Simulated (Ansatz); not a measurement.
Task: harmonic frequencies at the relaxed geometry of CaS (charge -1), with Ansatz 0.2.0, Python API. Give the script and its output. Use (for the species named): B3LYP, def2-TZVP basis, multiplicity 2.

`cas.xyz`
```text
2

Ca    0.00000    0.00000    0.00000
S     0.00000    0.00000    2.67500
```

`run_freq.py`:
```python
# -*- coding: utf-8 -*-
'''Harmonic frequencies of CaS(-) at its relaxed geometry.'''

import itertools

import ansatz as az
from ase.data import atomic_numbers, covalent_radii
import numpy as np


def main():
    mol = az.Crystal.molecule_from_extxyz('cas.xyz')

    job = mol.calculation()
    job = job.basis(gaussian='def2-TZVP')
    job = job.functional('b3lyp').charge(-1)
    job = job.spin('collinear', total=1)
    symbols = [site.symbol for site in mol.cartesian_sites]
    start = np.array([site.position_ang for site in mol.cartesian_sites], dtype=float)
    rep = job.relax(force_tolerance=0.003).run().report
    end = np.array(rep['positions_ang'])

    # pairs closer than 1.2 times the sum of covalent radii, before or after
    radius = [covalent_radii[atomic_numbers[s]] for s in symbols]
    span = lambda where, i, j: np.linalg.norm(where[i] - where[j])
    bonded = [(i, j) for i, j in itertools.combinations(range(len(symbols)), 2) if min(span(start, i, j), span(end, i, j)) < 1.2 * (radius[i] + radius[j])]
    print('pair        before    after (A)')
    for i, j in bonded:
        print(f'{symbols[i]}{i}-{symbols[j]}{j}'.ljust(10), f'{span(start, i, j):8.4f} {span(end, i, j):8.4f}')

    # same settings at the minimum
    minimum = az.Crystal.molecule()
    for symbol, place in zip(symbols, end):
        minimum = minimum.atom(symbol, place.tolist())
    vibrating = (
        minimum.calculation()
        .basis(gaussian='def2-TZVP')
        .functional('b3lyp')
        .charge(-1)
        .spin('collinear', total=1)
        .phonons(temperatures=(298.15, 498.15, 100))
    )
    vib = vibrating.run().report['vibrations']
    sums = vib['harmonic_sums']
    modes = [m['omega_inv_cm'] for m in sums['modes_at_gamma'] if m['rigid_motion'] == 'no']
    print('frequencies (1/cm):', ' '.join(f'{w:.0f}' for w in modes))
    print('imaginary modes:', sum(w < 0 for w in modes), ' zero-point energy:', round(sums['zero_point_energy_ev'], 4), 'eV')


if __name__ == '__main__':
    main()
```

`python run_freq.py` gives:
```text
pair        before    after (A)
Ca0-S1       2.6750   2.4141
frequencies (1/cm): 410
imaginary modes: 0  zero-point energy: 0.0254 eV
```

Caveats:
- The frequencies are harmonic and unscaled, in a modest basis.
- The run takes the species as open-shell (spin multiplicity 2), which needn't be its ground state.
- b3lyp holds the VWN-RPA fit, as in Gaussian; the form of ORCA and Turbomole is b3lyp5.
- The spin state was assumed, and another may lie lower.
- Anions want diffuse functions, which this basis lacks.
- It ran for 43 s on 1 thread of Arm Neoverse V2 (shared host), peak memory 0.26 GiB.
